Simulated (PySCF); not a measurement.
# C9H16O: the cost of one run

Programs: PySCF 2.14.0, with routines of our own; each step states its level. All values are computed. Atoms count from 0.

## 1. The starting structure

26 atoms, charge 0, multiplicity 1; geometry from: GFN2-xTB.

## 2. Vibronic structure: TDA PBE/6-31G*

The job: settings as JSON, then the geometry in Å.

```
{"job": {"kind": "vib", "xc": "PBE", "basis": "6-31G*", "tda": true}, "charge": 0, "multiplicity": 1}
C      3.537148     0.547738     0.073250
C      2.264980     0.568881    -0.275298
C      1.170454    -0.151645     0.456388
C      0.612830    -1.261262    -0.448947
C     -0.728544    -1.846131    -0.001220
C     -1.928532    -1.105215    -0.589109
C     -2.179010     0.273087     0.015413
C     -0.978975     1.224176    -0.057569
O     -1.376459     2.545421     0.274092
C      0.115579     0.853640     0.945953
H      4.292606     1.083992    -0.476146
H      3.879526    -0.008358     0.931259
H      1.947001     1.136046    -1.140549
H      1.605362    -0.621687     1.345195
H      0.508629    -0.881921    -1.467849
H      1.359905    -2.057639    -0.484104
H     -0.782032    -2.884336    -0.337992
H     -0.792196    -1.853501     1.087574
H     -1.785741    -1.005547    -1.668493
H     -2.827063    -1.708244    -0.434551
H     -2.472628     0.170693     1.062936
H     -3.020296     0.732086    -0.515791
H     -0.571713     1.221825    -1.081314
H     -2.132405     2.793296    -0.269151
H      0.623804     1.781057     1.219053
H     -0.363276     0.476163     1.850244
```

Method: TDA PBE/6-31G* vertical-gradient vibronic structure (displaced harmonic oscillators, Condon), gas phase.

Run with:

```bash
$ OMP_NUM_THREADS=1 python excited_run.py task.json out
```

This one command runs all jobs of the session in turn.

**Question.** How long does this first job take on 1 thread of Arm Neoverse V1, shared host, and how much memory does it need?

About 61 s, with a peak of 0.81 GiB.
